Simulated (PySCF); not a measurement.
# InB+: bond curves at several levels of theory

The task here is to estimate one member of a computed series from the others.

The runs use PySCF 2.14.0; In def2-SVP with ECP28, B def2-SVP, scalar-relativistic core potentials.

The first run:

A driver script around PySCF takes these settings:

| Quantity | Value |
| --- | --- |
| atoms | In, B |
| charge | 1 |
| basis | In def2-SVP with ECP28, B def2-SVP |
| Hamiltonian | scalar-relativistic core potentials |
| basis functions | 40 |
| electrons treated | 25 |
| masses in u | 114.9039, 11.0093 |
| levels | PBE0, PBE, r²SCAN, BHandHLYP, M06-2X, B3LYP, HF, MP2, SCS-MP2, CCSD, CCSD(T) |
| grid | 80 radial by 434 angular points |
| occupations | held fixed by the projection of orbital angular momentum |
| dissociation limit | In+ + B, each in its ground configuration |
| starting distance in angstrom | 2.305 |
| values of 2S to try | 1, 3 |

Started as:

```console
> OMP_NUM_THREADS=1 python dia.py task.json out
```

Among the steps run: Set-up; PBE0 along the bond; Higher solutions at PBE0; PBE (GGA); r²SCAN; BHandHLYP (global hybrid GGA); M06-2X; B3LYP (global hybrid GGA); UHF (mean field); Adding correlation.

One of the session's tables, all rows but one given; the rest of the session is left out.

| level | Re (Å) | ωe (cm⁻¹) | De (eV) |
| --- | --- | --- | --- |
| UHF | 3.137 | 155.9 | 0.402 |
| UHF-MP2 | 3.020 | 177.6 | 0.51 |
| UHF-SCS-MP2 | 3.057 | 168.8 | 0.471 |
| UHF-CCSD | 3.013 | 178.0 | 0.50 |
| UHF-CCSD(T) | 2.993 | 182.9 | 0.53 |
| PBE | 3.019 | 180.6 | 0.78 |
| r²SCAN | ? | ? | ? |
| B3LYP | 3.049 | 177.4 | 0.66 |
| PBE0 | 2.984 | 190.7 | 0.70 |
| BHandHLYP | 3.022 | 184.1 | 0.59 |
| M06-2X | 3.060 | 173.1 | 0.63 |

Estimate the missing values for r²SCAN.

As computed: Re (Å): 2.973; ωe (cm⁻¹): 192.1; De (eV): 0.73. In the column «Re (Å)» it is the lowest.

De is counted to In+ + B in their ground configurations.
